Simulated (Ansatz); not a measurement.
# ClH₃O₃Si: small, medium and large basis sets

One table from this session's results is given with a row withheld; the runs are named, their logs left out.

Computed with Ansatz 0.2.0, Gaussian basis. Level: one geometry, several basis sets.

Plan: PBE0-D4/def2-SVP; ωB97M-V/def2-SVP; PBE0-D4/def2-QZVPP; ωB97M-V/def2-QZVPP; the functionals' def2-TZVPP values are taken from earlier runs.

**Structure used throughout**

The geometry comes from an earlier relaxation with PBE0-D4 in a triple-zeta def2 set; it is a stationary point, not always the lowest conformer.

8 atoms, charge 0, spin multiplicity 1.

Atoms are counted from 1 here; the program's logs count them from 0.

Bond lengths: O1–Si2 1.620 Å, O1–H6 0.958 Å, Si2–O3 1.620 Å, Si2–O4 1.620 Å, Si2–Cl5 2.059 Å, O3–H7 0.958 Å, O4–H8 0.958 Å. Angles: Si2–O1–H6 118.2°, O1–Si2–O3 109.6°, O1–Si2–O4 109.6°, O1–Si2–Cl5 109.4°, O3–Si2–O4 109.6°, O3–Si2–Cl5 109.4°, O4–Si2–Cl5 109.4°, Si2–O3–H7 118.2°, Si2–O4–H8 118.2°.

The first run:

Contents of in.yaml:

```yaml
crystal:
  periodic: [false, false, false]
  atoms:
    - {symbol: O, position_ang: [-0.816870, 0.285161, 1.342948]}
    - {symbol: Si, position_ang: [-0.004708, -0.000025, -0.029030]}
    - {symbol: O, position_ang: [1.347603, 0.890971, -0.054381]}
    - {symbol: O, position_ang: [0.379001, -1.571168, -0.116094]}
    - {symbol: Cl, position_ang: [-1.185529, 0.504771, -1.638951]}
    - {symbol: H, position_ang: [-1.176878, 1.162285, 1.481673]}
    - {symbol: H, position_ang: [1.882951, 0.878220, -0.849017]}
    - {symbol: H, position_ang: [-0.333468, -2.207315, -0.192949]}
basis:
  gaussian: {orbitals: def2-SVP}
hamiltonian: {xc: pbe0, dispersion: d4}
output: {orbitals: {seedname: orbitals}}
```

On the command line:

```bash
ansatz run in.yaml --threads 4 --pin off --events-out ev --progress --plain --max-ram 10444MiB
```

Steps of the session up to this table: PBE0-D4 in def2-SVP; ωB97M-V in def2-SVP; PBE0-D4 in def2-QZVPP; ωB97M-V in def2-QZVPP.

One table of the session follows, with a row left open; its other results are not shown here.

It belongs to the step «Density functionals: the series». 

```
functional       basis  HOMO (eV)  LUMO (eV)
   PBE0-D4    def2-SVP      -8.90       1.01
   PBE0-D4  def2-TZVPP          ?          ?
   PBE0-D4  def2-QZVPP      -9.19       0.00
   ωB97M-V    def2-SVP     -11.18       2.71
   ωB97M-V  def2-TZVPP     -11.46       1.89
   ωB97M-V  def2-QZVPP     -11.52       1.28
```

Estimate the missing values for PBE0-D4, def2-TZVPP.

The run gave: HOMO (eV): -9.13; LUMO (eV): 0.39. In the column «HOMO (eV)» it lies between PBE0-D4, def2-QZVPP (-9.19) and PBE0-D4, def2-SVP (-8.90).
